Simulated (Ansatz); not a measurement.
# SiH3Cl (SMILES [H][Si]([H])([H])Cl) at CCSDT/STO-3G

Aim: the electronic atomisation energy of SiH3Cl at CCSDT/STO-3G, from 4 runs. 

The results are computed with Ansatz 0.2.0.

41 further runs of the same task are left out: 4 that didn't finish, 37 set aside as unsound or not needed.

**1. The structure to begin with**

SiH3Cl has 5 atoms, charge 0, and is taken as a singlet. As SMILES, `[H][Si]([H])([H])Cl`. The coordinates come from a GFN2-xTB relaxation.

Bond lengths: Si1–Cl2 2.010 Å, Si1–H3 1.458 Å, Si1–H4 1.458 Å, Si1–H5 1.458 Å. Angles: Cl2–Si1–H3 108.3°, Cl2–Si1–H4 108.2°, Cl2–Si1–H5 108.0°, H3–Si1–H4 110.8°, H3–Si1–H5 110.8°, H4–Si1–H5 110.7°.

**2. A single-point energy at CCSDT/STO-3G**

The input, input.yaml:

```yaml
crystal:
  periodic: [false, false, false]
  atoms:
    - {symbol: Si, position_ang: [0.000290, 0.001940, -0.129410]}
    - {symbol: Cl, position_ang: [0.010690, -0.020840, 1.880630]}
    - {symbol: H, position_ang: [1.382330, 0.011210, -0.594910]}
    - {symbol: H, position_ang: [-0.700750, 1.203700, -0.566480]}
    - {symbol: H, position_ang: [-0.692550, -1.196020, -0.589840]}
basis:
  gaussian:
    orbitals: STO-3G
correlation:
  method: ccsdt
  frozen_orbitals: {Cl: 5, H: 0, Si: 5}
accuracy: high
scf:
  omitted_lower_state_checks: [cluster_reference, increment]
```

Started as:

```
$ ansatz run input.yaml --threads 1 --pin off --max-ram 2610MiB --events-out events.jsonl --progress --plain --runs-dir runs
```

Standard output:

```text
Warning: RAYON_NUM_THREADS=1 ignored (pool sized by the plan → 1); use --threads N
Functional definition: HF
  name "HF"
  exchange = exact_x
  correlation = 0
these checks for a lower state are left out or cut short: cluster_reference, increment
364 factors; integrals over basis functions are off by at most 1.0e-8 eV
mean field evaluation 1: about -20189.3104 eV, gradient 1.3e1 eV
mean field evaluation 2: about -20189.3251 eV, gradient 1.3e1 eV
mean field evaluation 4: about -20190.1110 eV, gradient 4.6e-1 eV
mean field evaluation 8: about -20190.1123 eV, gradient 1.0e-6 eV
mean field -20190.11228901 eV, -741.9729412715 hartree, gradient 3.6e-8 eV, S^2 0.000000; 0 other end points of the search recorded, 0 dependent functions left out
10 core orbitals not correlated: weight in the atoms' cores, before any rotation towards them, 1.000 or more for the frozen orbitals, at most 0.000 for the correlated occupied ones
reference -20190.11228901 eV, -741.9729412715 hartree; 7, 7 occupied and 4, 4 virtual orbitals, 364 factors
second order -1.18793221 eV of doubles, -0.00000000 eV of singles
cycle   1  -1.53358300 eV  change   -3.5e-1 eV  update   5.0e-2
cycle   2  -1.73146962 eV  change   -2.0e-1 eV  update   1.9e-2
cycle   3  -1.73976343 eV  change   -8.3e-3 eV  update   3.3e-3
cycle   4  -1.74195509 eV  change   -2.2e-3 eV  update   1.1e-3
cycle   5  -1.74225193 eV  change   -3.0e-4 eV  update   2.8e-4
cycle   6  -1.74218166 eV  change    7.0e-5 eV  update   7.6e-5
cycle   7  -1.74214985 eV  change    3.2e-5 eV  update   1.9e-5
cycle   8  -1.74214633 eV  change    3.5e-6 eV  update   5.6e-6
cycle   9  -1.74214868 eV  change   -2.3e-6 eV  update   1.2e-6
cycle  10  -1.74214848 eV  change    2.0e-7 eV  update   3.3e-7
cycle  11  -1.74214847 eV  change    9.3e-9 eV  update   1.1e-7
cycle  12  -1.74214843 eV  change    4.2e-8 eV  update   3.3e-8
cycle  13  -1.74214844 eV  change   -6.8e-9 eV  update   1.3e-8
cycle  14  -1.74214819 eV  change    2.5e-7 eV  update   5.6e-8
cycle  15  -1.74214809 eV  change    9.8e-8 eV  update   1.8e-8
cycle  16  -1.74214807 eV  change    1.9e-8 eV  update   5.3e-9
cycle  17  -1.74214806 eV  change    3.5e-9 eV  update   1.8e-9
cycle  18  -1.74214806 eV  change   7.2e-10 eV  update  6.1e-10
Total energy: -20191.85443707 eV, -742.0369640320 hartree
Checks for a lower state left out: cluster_reference, increment
```

Wall time 0.18 s (1 thread of AMD EPYC 9R14 (Zen 4), shared host).

**3. The Cl atom, same level**

The input, input.yaml:

```yaml
crystal:
  periodic: [false, false, false]
  atoms:
    - {symbol: Cl, position_ang: [0.000000, 0.000000, 0.000000]}
basis:
  gaussian:
    orbitals: STO-3G
magnetization:
  spin_polarized: true
  initial_magnetization: 1
correlation:
  method: ccsdt
  frozen_orbitals: {Cl: 5}
accuracy: high
scf:
  omitted_lower_state_checks: [cluster_reference, increment]
```

Run the same way, it converges to -454.54219 Eh (log not shown).

**4. The H atom: a single-point energy at UHF/STO-3G**

The input, job.yaml:

```yaml
crystal:
  periodic: [false, false, false]
  atoms:
    - symbol: H
      position_ang: [0.000000, 0.000000, 0.000000]
basis:
  gaussian:
    orbitals: STO-3G
accuracy: high
magnetization:
  spin_polarized: true
  initial_magnetization: 1
hamiltonian:
  xc: hf
```

Started as:

```
$ ansatz run job.yaml --threads 1 --pin off --max-ram 2610MiB --events-out events.jsonl --progress --plain --runs-dir runs
```

Standard output:

```text
Warning: RAYON_NUM_THREADS=1 ignored (pool sized by the plan → 1); use --threads N
[... 4 set-up lines as earlier in the session ...]
1 factors; integrals over basis functions are off by at most 4.6e-10 eV
mean field evaluation 1: about -12.6963 eV, gradient 0.0e0 eV
mean field evaluation 2: about -12.6963 eV, gradient 0.0e0 eV
mean field -12.69633895 eV, -0.4665818504 hartree, gradient 0.0e0 eV, S^2 0.750000; 0 other end points of the search recorded, 0 dependent functions left out
reference -12.69633895 eV, -0.4665818504 hartree; 1, 0 occupied and 0, 1 virtual orbitals, 1 factors
Total energy: -12.69633895 eV, -0.4665818504 hartree
```

It took 0.04 s on 1 thread of AMD EPYC 9R14 (Zen 4), shared host.

**5. The Si atom, same level**

The input, molecule.yaml:

```yaml
crystal:
  periodic: [false, false, false]
  atoms:
    - {symbol: Si, position_ang: [0.000000, 0.000000, 0.000000]}
basis:
  gaussian: {orbitals: STO-3G}
correlation: {method: ccsdt, frozen_orbitals: {Si: 5}}
scf: {omitted_lower_state_checks: [cluster_reference, increment]}
magnetization: {spin_polarized: true, initial_magnetization: 2}
accuracy: high
```

Started as:

```
$ ansatz run molecule.yaml --threads 1 --pin off --max-ram 2610MiB --events-out events.jsonl --progress --plain --runs-dir runs
```

Standard output:

```text
Warning: RAYON_NUM_THREADS=1 ignored (pool sized by the plan → 1); use --threads N
[... 4 set-up lines as earlier in the session ...]
these checks for a lower state are left out or cut short: cluster_reference, increment
42 factors; integrals over basis functions are off by at most 1.8e-9 eV
mean field evaluation 1: about -7767.9286 eV, gradient 9.3e-1 eV
mean field evaluation 2: about -7767.9294 eV, gradient 9.3e-1 eV
mean field evaluation 4: about -7767.9315 eV, gradient 4.9e-6 eV
mean field evaluation 8: about -7767.9253 eV, gradient 1.5e0 eV
mean field evaluation 16: about -7767.9315 eV, gradient 4.8e-4 eV
mean field -7767.93148641 eV, -285.4662168327 hartree, gradient 2.1e-9 eV, S^2 2.000003; 3 other end points of the search recorded, 0 dependent functions left out
5 core orbitals not correlated: weight in the atoms' cores, before any rotation towards them, 1.000 or more for the frozen orbitals, at most 0.000 for the correlated occupied ones
reference -7767.93148641 eV, -285.4662168327 hartree; 3, 1 occupied and 1, 3 virtual orbitals, 42 factors
second order -0.19861568 eV of doubles, 0.00000000 eV of singles
cycle   1  -0.29002694 eV  change   -9.1e-2 eV  update   3.3e-2
cycle   2  -0.36558834 eV  change   -7.6e-2 eV  update   1.5e-2
cycle   3  -0.36497862 eV  change    6.1e-4 eV  update   1.2e-4
cycle   4  -0.36498324 eV  change   -4.6e-6 eV  update   9.3e-7
cycle   5  -0.36498320 eV  change    3.9e-8 eV  update   7.8e-9
cycle   6  -0.36498320 eV  change   -3.4e-9 eV  update   1.3e-9
cycle   7  -0.36498321 eV  change   -2.8e-9 eV  update  5.6e-10
cycle   8  -0.36498321 eV  change   6.7e-12 eV  update  1.4e-12
Total energy: -7768.29646962 eV, -285.4796297181 hartree
Checks for a lower state left out: cluster_reference, increment
```

Run time: 0.16 s. Hardware: 1 thread of AMD EPYC 9R14 (Zen 4), shared host.

**6. What came out**

Level: CCSDT/STO-3G, 10 core orbitals frozen.

```
                                              quantity          value
                                molecule: total energy  -742.03696 Eh
molecule: correlation energy (10 core orbitals frozen)      -64.0 mEh
                               molecule: T1 diagnostic          0.004
                                 Cl atom: total energy  -454.54219 Eh
  Cl atom: correlation energy (5 core orbitals frozen)        0.0 mEh
            Cl atom: ⟨S²⟩ of the reference determinant          0.750
                                Cl atom: T1 diagnostic          0.000
                                  H atom: total energy    -0.46658 Eh
                                          H atom: ⟨S²⟩          0.750
                                 Si atom: total energy  -285.47963 Eh
  Si atom: correlation energy (5 core orbitals frozen)      -13.4 mEh
            Si atom: ⟨S²⟩ of the reference determinant          2.000
                                Si atom: T1 diagnostic          0.000
                         electronic atomisation energy      16.746 eV
```

**Reading.** Taking the molecule apart into free atoms costs 16.75 eV (386 kcal/mol), before zero-point energy and without spin-orbit coupling. In a minimal basis such a difference can be off by several eV, whatever the method.
